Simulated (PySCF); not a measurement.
# SnHMe2(SiH3): geometry, NMR shifts and electronic excitations

What NMR shifts and electronic excitations should SnHMe2(SiH3) (`[H][Sn]([CH3])([CH3])[SiH3]`) show?

Computed with PySCF 2.14.0, with density-fitted response routines of our own, on a single molecule in the gas phase. Atoms count from 0, in the outputs and in this text.

### 1 The molecule as given

14 atoms, charge 0, multiplicity 1; geometry from: GFN2-xTB. The atoms were then displaced at random by about 0.03 Å, so the start is not that level's minimum.

Bonds of the start (Å): Sn0–H1 1.69, Sn0–C2 2.09, Sn0–C6 2.27, Sn0–Si10 2.52, C2–H3 1.18, C2–H4 1.09, C2–H5 1.10, C6–H7 1.06, C6–H8 1.03, C6–H9 1.07, Si10–H11 1.46, Si10–H12 1.51, Si10–H13 1.48.

### 2 Relaxing the molecule at PBE0-D3(BJ)/def2-SVP

What the job is given:

```
{"job": {"xc": "PBE0", "basis": "def2-SVP", "d3": "d3bj", "grid": 1, "maxiter": 40, "shake": 0.03, "kind": "geom"}, "charge": 0, "multiplicity": 1}
Sn     0.078680    -0.038750     0.545840
H      0.061310     0.115660     2.229720
C      2.049990     0.154670    -0.123480
H      2.681650     1.054750     0.299200
H      2.165210     0.191990    -1.210770
H      2.661020    -0.688990     0.227300
C     -0.900400     1.903840    -0.089740
H     -1.901870     1.986430     0.257700
H     -0.955300     1.996160    -1.114290
H     -0.389850     2.754480     0.324130
Si    -1.209010    -2.080420    -0.193410
H     -0.543510    -3.241740     0.401160
H     -1.182180    -2.147680    -1.702040
H     -2.635150    -2.004210     0.191890
```

Command:

```
> OMP_NUM_THREADS=1 python probes_run.py task.json out
```

This one command runs all jobs of the session in turn.

The program printed:

```text
step   0  E = -585.62033534  max force = 0.056875
step   1  E = -585.63694075  max force = 0.009404
step   2  E = -585.63852713  max force = 0.006782
step   3  E = -585.63890800  max force = 0.001575
step   4  E = -585.63899384  max force = 0.001084
step   5  E = -585.63904807  max force = 0.000966
step   6  E = -585.63906605  max force = 0.000444
step   7  E = -585.63907115  max force = 0.000124
optimisation converged
```

Wall time 2.5 min (1 thread of Intel Xeon at 2.50GHz, shared host); peak memory 0.49 GiB.

Relaxation path:

| step | energy from step 0 (eV) | largest force component (eV/Å) |
| --- | --- | --- |
| 0 | 0.0000 | 2.9246 |
| 1 | -0.4519 | 0.4836 |
| 2 | -0.4950 | 0.3487 |
| 3 | -0.5054 | 0.0810 |
| 4 | -0.5077 | 0.0557 |
| 5 | -0.5092 | 0.0497 |
| 6 | -0.5097 | 0.0228 |
| 7 | -0.5098 | 0.0064 |

Distances of close pairs at the start and the end, largest changes first:

| bond | before (Å) | after (Å) | change (Å) |
| --- | --- | --- | --- |
| Sn0–C6 | 2.266 | 2.158 | -0.109 |
| C2–H3 | 1.178 | 1.100 | -0.079 |
| C6–H8 | 1.030 | 1.099 | +0.069 |
| Sn0–C2 | 2.091 | 2.157 | +0.067 |
| Sn0–Si10 | 2.524 | 2.574 | +0.049 |
| C6–H7 | 1.063 | 1.099 | +0.036 |
| Sn0–H1 | 1.691 | 1.723 | +0.032 |
| Si10–H11 | 1.465 | 1.497 | +0.032 |

The end geometry stands in the next job.

| at the end point | value |
| --- | --- |
| rotational constants (GHz, main isotopes) | 3.773, 1.990, 1.544 |
| dipole moment (D) | 0.98 |

### 3 Shielding tensors: PBE0/def2-TZVP+pcSseg-1

What the job is given:

```
{"job": {"kind": "nmr", "xc": "PBE0", "basis": {"default": "pcSseg-1", "Sn": "def2-TZVP"}}, "charge": 0, "multiplicity": 1}
Sn     0.066205     0.109263     0.611491
H      0.087106     0.114829     2.334845
C      2.100398     0.121616    -0.107000
H      2.628227     1.005183     0.279905
H      2.109999     0.155207    -1.205735
H      2.631480    -0.781380     0.225388
C     -0.927789     1.893661    -0.084061
H     -1.967186     1.920390     0.271923
H     -0.927719     1.916176    -1.183126
H     -0.401291     2.783681     0.289745
Si    -1.164074    -1.994231    -0.216917
H     -0.531251    -3.235034     0.331327
H     -1.123918    -2.075367    -1.711501
H     -2.599597    -1.977805     0.206927
```

Method: GIAO PBE0/pcSseg-1 Sn:def2-TZVP NMR shielding, scalar relativity only through core potentials, gas phase.

The program printed:

```text
coarse grid: 49520 points
cycle   1  E = -584.0955760275  dE = -3.546e+01  |g| = 2.798e+00  |ddm| = 3.110e+01
cycle   2  E = -577.5484513070  dE =  6.547e+00  |g| = 7.449e+00  |ddm| = 1.592e+01
cycle   3  E = -585.6632804075  dE = -8.115e+00  |g| = 7.249e-01  |ddm| = 1.404e+01
cycle   4  E = -585.7609665151  dE = -9.769e-02  |g| = 1.582e-01  |ddm| = 1.023e+00
cycle   5  E = -585.7671141106  dE = -6.148e-03  |g| = 7.295e-02  |ddm| = 2.517e-01
cycle   6  E = -585.7683259694  dE = -1.212e-03  |g| = 1.672e-02  |ddm| = 8.002e-02
cycle   7  E = -585.7683974375  dE = -7.147e-05  |g| = 4.825e-03  |ddm| = 1.946e-02
cycle   8  E = -585.7684034061  dE = -5.969e-06  |g| = 5.083e-04  |ddm| = 4.822e-03
final grid: 102112 points
cycle   9  E = -585.7683992105  dE = -5.462e-08  |g| = 4.660e-04  |ddm| = 1.706e-03
cycle  10  E = -585.7683992125  dE = -2.003e-09  |g| = 4.622e-04  |ddm| = 1.154e-03
cycle  11  E = -585.7683992545  dE = -4.193e-08  |g| = 4.934e-05  |ddm| = 5.735e-04
cycle  12  E = -585.7683992550  dE = -5.386e-10  |g| = 7.470e-06  |ddm| = 4.498e-05
converged SCF energy = -585.7683992550

GIAO shielding tensors (ppm)
atom      isotropic    diamagn.    paramagn.     s11        s22        s33       span
  0 Sn         nan         nan         nan        nan        nan        nan        nan
  1 H       26.658      29.515      -2.857     19.673     19.820     40.480     20.807
  2 C      192.979     251.462     -58.483    189.384    193.388    196.166      6.782
  3 H       30.924      29.325       1.599     24.863     27.877     40.033     15.170
  4 H       31.137      30.949       0.187     25.441     28.421     39.548     14.107
  5 H       31.041      29.543       1.497     24.925     28.018     40.179     15.254
  6 C      192.937     251.472     -58.535    189.065    193.456    196.291      7.225
  7 H       31.042      29.520       1.521     24.934     27.984     40.207     15.273
  8 H       31.124      30.954       0.170     25.418     28.431     39.521     14.103
  9 H       30.922      29.332       1.589     24.853     27.897     40.015     15.162
 10 Si     461.335     880.622    -419.287    454.818    456.975    472.211     17.392
 11 H       27.746      28.647      -0.900     23.866     25.317     34.056     10.190
 12 H       27.802      29.089      -1.287     23.985     25.650     33.772      9.787
 13 H       27.755      28.673      -0.918     23.846     25.383     34.035     10.188
```

Wall time 58 s (1 thread of Intel Xeon at 2.50GHz, shared host); peak memory 0.98 GiB.

The references, computed at this level on geometries of the same kind, shield at (ppm): 1H TMS 31.27, 13C TMS 184.4, 29Si TMS 352.0. Their shielding less the atom's gives the shift. The references are single molecules in the gas phase. Atoms listed in one row are averaged.

| atoms | environment | σ (ppm) | δ (ppm) |
| --- | --- | --- | --- |
| C2, C6 | carbon bonded to Sn, 3 H | 193.0 | -8.6 |
| H1 | hydrogen on a Sn bonded to 2 C, Si | 26.66 | 4.61 |
| H11, H12, H13 | hydrogen on a silicon bonded to Sn | 27.77 | 3.50 |
| H3, H4, H5, H7, H8, H9 | hydrogen on a carbon bonded to Sn | 31.03 | 0.24 |
| Si10 | silicon bonded to Sn, 3 H | 461.3 | -109.3 |

Atoms past Kr carry core potentials, so their printed shieldings have no meaning and are left out of the table.

Charges from the same density, by scheme (e):

| atoms | Mulliken | ESP fit |
| --- | --- | --- |
| Sn0 | 0.18 | 0.65 |
| C2, C6 | -0.51 | -0.60 |
| Si10 | 0.26 | -0.02 |

Mayer bond orders: Sn0–C2 1.03, Sn0–C6 1.03, Sn0–Si10 0.90.

With diffuse functions Mulliken charges and Mayer bond orders lose their meaning; the other schemes are steadier.

The fields below are evaluated on a grid from the run's orbitals.

Frontier orbitals at PBE0/def2-TZVP+pcSseg-1, with the share of their density that lies nearest to each atom:

| orbital | energy (eV) | lies on |
| --- | --- | --- |
| HOMO | -7.53 | Si10 32 %; Sn0 24 %; 4 H atoms about 6 % each |
| LUMO | 0.20 | Sn0 14 %; Si10 12 %; 4 H atoms about 10 % each |

ELF in a plane through or near 7 of the atoms.

Ten even steps from '0' (0.00) to '9' (1.00):
```
0000000000000000000000000000
0000000000000000000000000000
0000000000001000000000000000
0000000000479830000000000000
0000000111899980000000000000
0000006986799960000489720000
0000039999337610002999995000
0000019998778632234999996000
0000003765784223675699973000
0000000001224752881614420000
0000000001224752881416621000
0000002665774223674799984000
0000018998778632234999997000
0000029999427620001799984000
0000006996799970000157510000
0000000111799991000000000000
0000000000379830000000000000
0000000000011100000000000000
0000000000000000000000000000
0000000000000000000000000000
```
The map spans 11.3 Å across and 10.5 Å up, centred on the molecule. Atoms in the plane (x, y in Å): H3 (-2.2, -1.8), H5 (-0.7, -2.7), H7 (-0.7, 2.7), H9 (-2.2, 1.7), Si10 (2.3, 0.0), H11 (3.0, -1.2), H13 (3.0, 1.3).

On the surface of density 0.002 e/bohr³ the electrostatic potential runs, from the 1st to the 99th percentile, from -0.21 to 0.89 V.

### 4 Ultraviolet spectrum: CAM-B3LYP/def2-SVPD

Settings changed since step 3:

```diff
@@ -1,2 +1,2 @@
-{"job": {"kind": "nmr", "xc": "PBE0", "basis": {"default": "pcSseg-1", "Sn": "def2-TZVP"}}, "charge": 0, "multiplicity": 1}
+{"job": {"kind": "uv", "xc": "CAM-B3LYP", "basis": "def2-SVPD", "ip": true, "nstates": 10}, "charge": 0, "multiplicity": 1}
 Sn     0.066205     0.109263     0.611491
```

Method: TDDFT CAM-B3LYP/def2-SVPD, vertical, gas phase, core orbitals frozen in the response.

The program printed:

```text
coarse grid: 49520 points
cycle   1  E = -584.0755710025  dE = -2.197e+01  |g| = 2.694e+00  |ddm| = 1.119e+01
cycle   2  E = -583.6233763723  dE =  4.522e-01  |g| = 3.426e+00  |ddm| = 1.301e+01
cycle   3  E = -585.7780633035  dE = -2.155e+00  |g| = 1.266e-01  |ddm| = 7.451e+00
cycle   4  E = -585.7842996949  dE = -6.236e-03  |g| = 6.975e-02  |ddm| = 4.023e-01
cycle   5  E = -585.7856579572  dE = -1.358e-03  |g| = 2.208e-02  |ddm| = 1.103e-01
cycle   6  E = -585.7858086390  dE = -1.507e-04  |g| = 3.643e-03  |ddm| = 3.333e-02
cycle   7  E = -585.7858163590  dE = -7.720e-06  |g| = 5.396e-04  |ddm| = 1.236e-02
final grid: 102112 points
cycle   8  E = -585.7858016993  dE = -1.550e-07  |g| = 3.342e-04  |ddm| = 3.271e-03
cycle   9  E = -585.7858017124  dE = -1.303e-08  |g| = 3.289e-04  |ddm| = 1.006e-03
cycle  10  E = -585.7858017424  dE = -3.006e-08  |g| = 2.667e-05  |ddm| = 3.723e-04
cycle  11  E = -585.7858017429  dE = -4.618e-10  |g| = 1.215e-05  |ddm| = 9.054e-05
converged SCF energy = -585.7858017429

Static polarisability (au): isotropic 100.765, principal 88.300 99.388 114.608

Singlet excitations
state   eV       nm        f      main configurations
  1   6.7295    184.2   0.05372   H->L+1 0.85
  2   6.7424    183.9   0.03753   H->L 0.74, H->L+4 0.10
  3   7.0743    175.3   0.06431   H->L+3 0.54, H->L+2 0.28, H->L 0.10
  4   7.2441    171.2   0.06727   H-1->L 0.90
  5   7.2528    170.9   0.56942   H->L+2 0.66, H->L+3 0.23
  6   7.4903    165.5   0.19014   H-1->L+1 0.74, H-2->L 0.09
  7   7.6380    162.3   0.00684   H->L+5 0.68, H-2->L+1 0.10, H->L+4 0.08
  8   7.6880    161.3   0.05645   H-2->L+1 0.65, H->L+5 0.08
  9   7.7143    160.7   0.05528   H-2->L 0.51, H-2->L+2 0.09, H-1->L+1 0.08
 10   7.8706    157.5   0.09271   H-1->L+2 0.83

Triplet excitations (Tamm-Dancoff, eV): 5.9840 6.0200 6.1290 6.7844
Vertical ionisation energy (delta-SCF) = 9.4425 eV
```

Run time: 3.8 min. Hardware: 1 thread of Intel Xeon at 2.50GHz, shared host; peak memory 1 GiB.

The orbitals next to the gap, with their largest atomic shares:

| orbital | eV | atoms |
| --- | --- | --- |
| HOMO−3 | -11.17 | Si10 43 %, H13 27 %, H11 22 % |
| HOMO−2 | -9.72 | H1 32 %, Sn0 32 %, C6 11 % |
| HOMO−1 | -9.36 | C2 27 %, C6 27 %, Sn0 22 % |
| HOMO | -8.73 | Si10 34 %, Sn0 28 %, C2 8 % |
| LUMO | 0.81 | Sn0 39 %, Si10 11 %, C6 8 % |
| LUMO+1 | 1.02 | Sn0 22 %, Si10 19 %, C6 12 % |
| LUMO+2 | 1.09 | Si10 40 %, Sn0 14 %, H12 11 % |

With each of the 10 states as a Gaussian band of 0.4 eV half-width at 1/e, the curve within the window shown has maxima at 170 nm (ε 36,000) L/(mol cm). Beyond the last state computed it falls off for lack of states. The curve at chosen wavelengths:

(nm, ε (L/mol/cm)): (152, 3888), (154, 6446), (156, 9745), (158, 13711), (160, 18246), (162, 23162), (164, 28074), (166, 32359), (168, 35279), (170, 36236), (172, 35024), (174, 31915), (176, 27548), (178, 22692), (180, 18006), (182, 13906), (184, 10553), (186, 7923), (188, 5901), (190, 4353), (192, 3166), (194, 2259), (196, 1574), (198, 1066), (200, 701), (202, 447)

Leading natural transition orbitals of singlet state 5: the hole lies on Si10 32 %; Sn0 24 %; H1, H11, H13 about 7 % each; the particle on H1 18 %; Sn0 16 %; H11, H13 about 14 % each.

Leading natural transition orbitals of singlet state 1: the hole lies on Si10 33 %; Sn0 24 %; H1, H12 about 8 % each; the particle on Sn0 13 %; Si10 12 %; 4 H atoms about 10 % each.

Further results of this job:

| property | computed |
| --- | --- |
| dipole moment (D) | 0.76 |
| polarisability (Å³) | 14.93 |
| HOMO–LUMO gap (eV) | 9.54 |
| −ε(HOMO) (eV) | 8.73 |

### 5 Shielding tensors: KT2/def2-TZVP+pcSseg-1

Settings changed since step 4:

```diff
@@ -1,2 +1,2 @@
-{"job": {"kind": "uv", "xc": "CAM-B3LYP", "basis": "def2-SVPD", "ip": true, "nstates": 10}, "charge": 0, "multiplicity": 1}
+{"job": {"kind": "nmr", "xc": "KT2", "basis": {"default": "pcSseg-1", "Sn": "def2-TZVP"}, "pop": false}, "charge": 0, "multiplicity": 1}
 Sn     0.066205     0.109263     0.611491
```

With the program's defaults for keys left out, this is: GIAO KT2/pcSseg-1 Sn:def2-TZVP NMR shielding, scalar relativity only through core potentials, gas phase.

The program printed:

```text
coarse grid: 49520 points
cycle   1  E = -589.0623847173  dE = -3.481e+01  |g| = 3.065e+00  |ddm| = 3.039e+01
cycle   2  E = -540.3719436559  dE =  4.869e+01  |g| = 9.477e+00  |ddm| = 3.541e+01
cycle   3  E = -591.0053906089  dE = -5.063e+01  |g| = 8.218e-01  |ddm| = 3.466e+01
cycle   4  E = -591.0196483919  dE = -1.426e-02  |g| = 7.230e-01  |ddm| = 1.847e+00
cycle   5  E = -591.1791956707  dE = -1.595e-01  |g| = 1.191e-01  |ddm| = 9.622e-01
cycle   6  E = -591.1807916684  dE = -1.596e-03  |g| = 7.991e-02  |ddm| = 2.282e-01
cycle   7  E = -591.1829368029  dE = -2.145e-03  |g| = 2.150e-02  |ddm| = 1.113e-01
cycle   8  E = -591.1830455768  dE = -1.088e-04  |g| = 4.356e-03  |ddm| = 2.980e-02
cycle   9  E = -591.1830496351  dE = -4.058e-06  |g| = 1.582e-03  |ddm| = 6.873e-03
final grid: 102112 points
cycle  10  E = -591.1830457425  dE =  3.011e-07  |g| = 1.964e-03  |ddm| = 4.435e-03
cycle  11  E = -591.1830448242  dE =  9.183e-07  |g| = 2.737e-03  |ddm| = 5.691e-03
cycle  12  E = -591.1830467053  dE = -1.881e-06  |g| = 3.376e-04  |ddm| = 3.372e-03
cycle  13  E = -591.1830467356  dE = -3.030e-08  |g| = 5.236e-05  |ddm| = 4.070e-04
cycle  14  E = -591.1830467363  dE = -7.441e-10  |g| = 6.114e-06  |ddm| = 6.619e-05
converged SCF energy = -591.1830467363

GIAO shielding tensors (ppm)
atom      isotropic    diamagn.    paramagn.     s11        s22        s33       span
  0 Sn         nan         nan         nan        nan        nan        nan        nan
  1 H       26.405      29.455      -3.051     19.607     19.724     39.883     20.276
  2 C      190.218     253.326     -63.108    185.957    190.922    193.775      7.817
  3 H       30.776      29.375       1.401     24.916     27.829     39.584     14.668
  4 H       30.996      31.372      -0.376     25.535     28.385     39.067     13.532
  5 H       30.877      29.680       1.197     24.945     27.988     39.698     14.753
  6 C      190.167     253.336     -63.170    185.596    191.082    193.822      8.225
  7 H       30.880      29.654       1.226     24.957     27.956     39.727     14.770
  8 H       30.980      31.378      -0.398     25.509     28.394     39.037     13.529
  9 H       30.774      29.385       1.388     24.907     27.848     39.566     14.659
 10 Si     472.916     883.884    -410.967    465.733    467.643    485.373     19.639
 11 H       27.647      28.856      -1.210     23.870     25.242     33.829      9.959
 12 H       27.716      29.416      -1.701     24.018     25.581     33.547      9.530
 13 H       27.655      28.889      -1.234     23.853     25.305     33.807      9.953
```

It took 68 s on 1 thread of Intel Xeon at 2.50GHz, shared host; peak memory 0.84 GiB.

Key values: δ C2 -7.0, Si10 -111.9, H1 4.77, H11 3.51 ppm (means over like atoms).

### 6 Side by side: NMR shifts

Shifts (ppm), means over like atoms, with basis size and wall time:

| run | C2 | H1 | H11 | H3 | Si10 | functions | time |
| --- | --- | --- | --- | --- | --- | --- | --- |
| PBE0/def2-TZVP+pcSseg-1 | -8.6 | 4.61 | 3.50 | 0.24 | -109.3 | 158 | 58 s |
| KT2/def2-TZVP+pcSseg-1 | -7.0 | 4.77 | 3.51 | 0.30 | -111.9 | 158 | 68 s |

### 7 What came out

```
                                                                         quantity                        value
                                             rotational constants (main isotopes)         3.77, 1.99, 1.54 GHz
13C shifts against TMS (PBE0/def2-TZVP+pcSseg-1, means over atoms taken as alike)                     -8.6 ppm
 1H shifts against TMS (PBE0/def2-TZVP+pcSseg-1, means over atoms taken as alike)         4.61, 3.50, 0.24 ppm
                                29Si shifts against TMS (PBE0/def2-TZVP+pcSseg-1)                   -109.3 ppm
                                            surface potential, 1st and 99th percentile           -0.21 V and 0.89 V
                                             lowest singlet (CAM-B3LYP/def2-SVPD)  6.73 eV (184 nm), f = 0.054
                                         brightest single state of those computed  state 5, 7.25 eV, f = 0.569
                                                                   lowest triplet                      5.98 eV
                                                vertical ionisation energy (ΔSCF)                      9.44 eV
                                                       range of the shift of Si10         -111.9 to -109.3 ppm
```

**Reading.** The start was shaken at random, so part of the energy gained undoes that. Over 7 steps the energy fell by 0.510 eV; of the close pairs, Sn0–C6 changed most, 2.266 to 2.158 Å. No frequency check was run at this level, so the end point may be a saddle. The lowest singlet, at 6.73 eV, is HOMO→LUMO+1 0.85 and is bright; of the 10 states computed, the strongest absorption comes from states 4 to 5 together at 7.25 eV. The lowest triplet lies 0.75 eV below the lowest singlet (triplets in Tamm-Dancoff, singlets in full TDDFT). Spin-orbit coupling, left out, mixes singlets and triplets in elements this heavy. The orbital energy would give 8.73 eV for ionisation, ΔSCF gives 9.44 eV. Across the 2 runs the shift of Si10 moves most, between -111.9 (KT2/def2-TZVP+pcSseg-1) and -109.3 ppm (PBE0/def2-TZVP+pcSseg-1). Spin-orbit coupling is left out, which matters for shieldings and couplings at and beside the heavy atoms.
